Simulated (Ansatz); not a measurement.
# Cl2H2Sn: the cost of one run

Program: Ansatz 0.2.0. Level of theory: RKS CAM-B3LYP/def2-SVP. These are calculated values, not measurements.

**1. The structure to begin with**

Bond lengths: Sn1–H2 1.740 Å, Sn1–H3 1.740 Å, Sn1–Cl4 2.408 Å, Sn1–Cl5 2.408 Å. Angles: H2–Sn1–H3 109.4°, H2–Sn1–Cl4 109.5°, H2–Sn1–Cl5 109.5°, H3–Sn1–Cl4 109.5°, H3–Sn1–Cl5 109.5°, Cl4–Sn1–Cl5 109.5°.

Coordinates:

```xyz
5

Sn    0.0000    0.0000    0.0000
H     0.0000    0.0000    1.7400
H     1.6408    0.0000   -0.5794
Cl   -1.1351    1.9666   -0.8025
Cl   -1.1351   -1.9666   -0.8025
```

**2. Preparing the start**

input.yaml

```yaml
crystal:
  periodic: [false, false, false]
  atoms:
    - { symbol: Sn, position_ang: [0.0, 0.0, 0.0] }
    - { symbol: H, position_ang: [0.0, 0.0, 1.74] }
    - { symbol: H, position_ang: [1.6408, 0.0, -0.5794] }
    - { symbol: Cl, position_ang: [-1.1351, 1.9666, -0.8025] }
    - { symbol: Cl, position_ang: [-1.1351, -1.9666, -0.8025] }
basis:
  gaussian: { orbitals: def2-SVP }
hamiltonian:
  xc: cam_b3lyp
relax:
  f_tol: 0.02
  max_steps: 40
output:
  orbitals: {}
```

Launch:

```sh
$ ansatz run input.yaml --threads 1 --pin off --max-ram 2048MiB --backend cpu --events-out ev --progress --plain --runs-dir out
```

**Question.** How long does this run take on 1 thread of Arm Neoverse V1, shared host, and how much memory does it need?

About 17 s, with a peak of 0.17 GiB.
